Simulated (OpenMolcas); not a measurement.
**Pt²⁺ among point charges: CASSCF and CASPT2 levels and susceptibility**

Aim: the splitting of the states of Pt²⁺ in the field of 5 point charges, its lowest levels with spin-orbit coupling and its magnetic susceptibility.

Method: state-averaged CASSCF and CASPT2, spin-orbit coupling by RASSI with atomic mean-field integrals. Code: OpenMolcas 26.06.

**1. Starting point**

| Property | Result |
| --- | --- |
| Species | Pt²⁺ (platinum, Z = 78, 76 electrons) |
| Basis | ANO-RCC-VDZP [7s6p4d2f], 59 functions |
| Scalar Hamiltonian | DKH2, point nucleus |
| Inactive shells | 1s 2s 2p 3s 3p 3d 4s 4p 4d 4f 5s 5p |
| Active space | 8 electrons in 5 orbitals (5d) |
| Some configurations of this space | 5d⁸ |
| Orbitals | optimised for each spin and parity, averaged over all roots |

Outer shells as boxes (Hund's rule):

5d8
```
5d [↑↓][↑↓][↑↓][↑ ][↑ ]
```

The ion sits among 5 point charges of -2 e arranged as a trigonal bipyramid (D3h), 2.06 Å from the ion, with the axial distance 2.390 Å.

The work runs as a chain of OpenMolcas steps in one folder; each step below is one input file. Labels, J, g values, rates, χT and fits are worked out afterwards by a script from the matrices that RASSI stores.

**2. Basis and integrals**

a.inp

```
&GATEWAY
Coord
1

Pt 0.0 0.0 0.0
Basis=ANO-RCC-VDZP
Group=NoSym
NoMove
AngMom=0.0 0.0 0.0
AMFI
XField
5 Angstrom 0
2.060000 0.000000 0.000000 -2.000000
-1.030000 1.784012 0.000000 -2.000000
-1.030000 -1.784012 0.000000 -2.000000
0.000000 0.000000 2.389600 -2.000000
0.000000 0.000000 -2.389600 -2.000000
&SEWARD
```

Started as:

```console
$ OMP_NUM_THREADS=1 MOLCAS_MEM=1689 MOLCAS_PROJECT=a pymolcas a.inp > a.log
```

**3. CASSCF: triplets, 10 roots**

a.inp

```
&RASSCF
FileOrb=start.orb
Symmetry=1
Spin=3
nActEl=8 0 0
Inactive=34
Ras2=5
CIRoot=10 10 1
SDav=10
CIMx=300
Iter=120 100
PrWF=0.3
OrbListing=Nothing
MaxOrb=0
>>> COPY $Project.JobIph JOB001
```

start.orb holds the contracted functions of the basis, ordered by shell, or the orbitals of the step before.

**4. CASSCF: singlets, 15 roots**

a.inp

```
&RASSCF
FileOrb=start.orb
Symmetry=1
Spin=1
nActEl=8 0 0
Inactive=34
Ras2=5
CIRoot=15 15 1
SDav=15
CIMx=300
Iter=120 100
PrWF=0.3
OrbListing=Nothing
MaxOrb=0
>>> COPY $Project.JobIph JOB002
```

**5. RASSI: spin-orbit coupling between the states**

a.inp

```
&RASSI
NrOfJobIphs=2 10 15
1 2 3 4 5 6 7 8 9 10
1 2 3 4 5 6 7 8 9 10 11 12 13 14 15
IphNames
JOB001
JOB002
EJob
SpinOrbit
DIPRint=1.0
SOCoupling=1000.0
Subsets=2
Property=9
'ANGMOM' 1 'ANGMOM' 2 'ANGMOM' 3 'MLTPL  1' 1 'MLTPL  1' 2 'MLTPL  1' 3
'AMFI' 1 'AMFI' 2 'AMFI' 3
SOProperty=3
'ANGMOM' 1 'ANGMOM' 2 'ANGMOM' 3
```

**6. CASPT2: IPEA 0.25, imaginary shift 0.1 (closed shells correlated: 4f 5s 5p)**

a.inp

```
>>> COPY JOB001 $Project.JobIph
&CASPT2
Multistate=10 1 2 3 4 5 6 7 8 9 10
NoMult
Frozen=23
IPEA=0.25
Imaginary=0.1
MaxIter=60
WThr=0.0 0.3 0.05
PrWF=0.5
NoMix
>>> COPY JOB002 $Project.JobIph
&CASPT2
Multistate=15 1 2 3 4 5 6 7 8 9 10 11 12 13 14 15
NoMult
Frozen=23
IPEA=0.25
Imaginary=0.1
MaxIter=60
WThr=0.0 0.3 0.05
PrWF=0.5
NoMix
```

(Steps that only read results are left out.)

What does the calculation give? Wanted: spin-free ground state; first state of the same spin within the active space; lowest level; next level.

The runs gave:

| quantity | value |
| --- | --- |
| method | SS-CASPT2, IPEA 0.25, imaginary shift 0.1 (closed shells correlated: 4f 5s 5p) |
| spin-free ground state | 3E, 2-fold in its orbital part |
| first state of the same spin within the active space | 3E at 4880 cm⁻¹ |
| lowest level | 1-fold A1 |
| next level | 2.4 cm⁻¹ |
| χT at 300 K | 2.39 cm³ K/mol |
| effective moment at 300 K | 4.37 μB |

Cost by method:

```
                                                 method  time of its own steps  time with the reference
                                              A. CASSCF                  6.5 s                    6.5 s
B. SS-CASPT2, IPEA 0.25, imaginary shift 0.1, +4f 5s 5p                  6.1 s                     13 s
```

Times are of one thread on a shared host.

In words: The spin-free ground state (3E) comes to 100 % from free-ion F terms and keeps the highest spin of the shell. χT at 300 K is 2.39, against 1.00 cm³ K/mol for the spin alone, so orbital moment adds to it. CASPT2 does not keep the components of a term degenerate, and the means are used. The field of point charges can differ much from that of real complexes. Point charges carry no covalency, so the field is a model and not that of real ligands.
